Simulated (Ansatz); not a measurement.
# CH3NSe: the cost of one run

The runs use Ansatz 0.2.0; RHF/def2-TZVPD.

## (1) The starting structure

6 atoms, charge 0, spin multiplicity 1.

Atoms are counted from 1 here; the program's logs count them from 0.

Bond lengths: C1–N2 1.165 Å, C1–H3 1.086 Å, Se4–H5 1.481 Å, Se4–H6 1.488 Å. Angles: N2–C1–H3 179.8°, H5–Se4–H6 91.5°.

As a file:

```xyz
6
charge 0, multiplicity 1
C     0.0113   -0.1435   -2.3438
N    -0.1019   -0.3438   -1.2015
H     0.1159    0.0474   -3.4078
Se    0.2082    0.6316    1.8764
H    -0.3554   -0.7286    1.7182
H     0.1219    0.5369    3.3584
```

This geometry comes from a loose relaxation at PBE in a small basis, which is not shown.

## (5) The grid

- distance Se4···N2: 15 values from 3.589 to 5.589 Å
- turn of C1, N2, H3 about Se4: 15 values from −90.0 to 90.0 °

Nothing else is relaxed (both partners rigid). Energies count from the two partners far apart, frozen as in the relaxed pair, each in its own basis (no counterpoise correction). Points are written as (first, second).

(The set-up runs are not shown.)

## (6) Grid point (4.347 Å, 0.0°)

Input file input.yaml:

```yaml
crystal:
  periodic: [false, false, false]
  atoms:
    - { symbol: C, position_ang: [-0.062004, -0.332311, -2.568687] }
    - { symbol: "N", position_ang: [-0.025546, -0.1653, -1.457974] }
    - { symbol: H, position_ang: [-0.096245, -0.489388, -3.614655] }
    - { symbol: Se, position_ang: [0.281756, 0.87104, 2.752486] }
    - { symbol: H, position_ang: [0.138242, 0.429303, 1.374651] }
    - { symbol: H, position_ang: [-0.251936, -0.366398, 3.298624] }
basis:
  gaussian: { orbitals: def2-TZVPD }
hamiltonian:
  xc: hf
output:
  forces: true
```

Launch:

```console
ansatz run input.yaml --threads 1 --pin off --max-ram 2560MiB --backend cpu --events-out ev --progress --plain --runs-dir out
```

Q: Estimate wall time and peak memory on 1 thread of Arm Neoverse N1, shared host.

About 5.9 s, with a peak of 0.27 GiB.
